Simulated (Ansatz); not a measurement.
# SnGe7: the cost of one run

Program: Ansatz 0.2.0. Level of theory: DFT LDA, scalar-relativistic, plane waves, PAW. These are calculated values, not measurements.

### Step 1. The system as given

Symmetry: P-43m, No. 215, cubic system. Conventional cell: a = 5.750 Å, b = 5.750 Å, c = 5.750 Å, α = 90.00°, β = 90.00°, γ = 90.00°. Sn (site symmetry -43m) is surrounded by 4 Ge at 2.49 Å. Around Ge (site symmetry -42m) lie 4 Ge at 2.49 Å. Ge (site symmetry 3m) is surrounded by 1 Sn at 2.49 Å and 3 Ge at 2.49 Å.

As a file:

```cif
data_structure
_symmetry_space_group_name_H-M 'P-43m'
_symmetry_Int_Tables_number 215
_cell_length_a 5.7500
_cell_length_b 5.7500
_cell_length_c 5.7500
_cell_angle_alpha 90.000
_cell_angle_beta 90.000
_cell_angle_gamma 90.000
_cell_volume 190.11
loop_
_atom_site_label
_atom_site_type_symbol
_atom_site_symmetry_multiplicity
_atom_site_Wyckoff_symbol
_atom_site_fract_x
_atom_site_fract_y
_atom_site_fract_z
_atom_site_occupancy
Sn1 Sn 1 a 0.00000 0.00000 0.00000 1
Ge1 Ge 3 c 0.00000 0.50000 0.50000 1
Ge2 Ge 4 e 0.25000 0.25000 0.25000 1
```

### Step 2. Relaxing cell and atoms: SnGe7, no spin

File input.yaml:

```yaml
crystal:
  lattice:
    - [5.75, 0.0, 0.0]
    - [0.0, 5.75, 0.0]
    - [0.0, 0.0, 5.75]
  atoms:
    - { symbol: Sn, position: [0.0, 0.0, 0.0] }
    - { symbol: Ge, position: [0.0, 0.5, 0.5] }
    - { symbol: Ge, position: [0.25, 0.25, 0.25] }
    - { symbol: Ge, position: [0.25, 0.75, 0.75] }
    - { symbol: Ge, position: [0.5, 0.0, 0.5] }
    - { symbol: Ge, position: [0.5, 0.5, 0.0] }
    - { symbol: Ge, position: [0.75, 0.25, 0.75] }
    - { symbol: Ge, position: [0.75, 0.75, 0.25] }
scf:
  occupations: { method: gaussian, width: 0.01 }
output:
  forces: true
  stress: true
hamiltonian:
  xc: lda
kpoints:
  mp_grid: { grid: [6, 6, 6], shift: [0.5, 0.5, 0.5] }
relax:
  f_tol: 0.002
  cell: { stress_tol: 0.03 }
```

Run with:

```
> ansatz run input.yaml --threads 4 --pin off --max-ram 8192MiB --backend cpu --events-out ev --progress --plain --runs-dir out
```

**Question.** How long does this run take on 4 threads of AMD EPYC 7R43 (Zen 3), shared host, and how much memory does it need?

About 19 s, with a peak of 0.59 GiB.
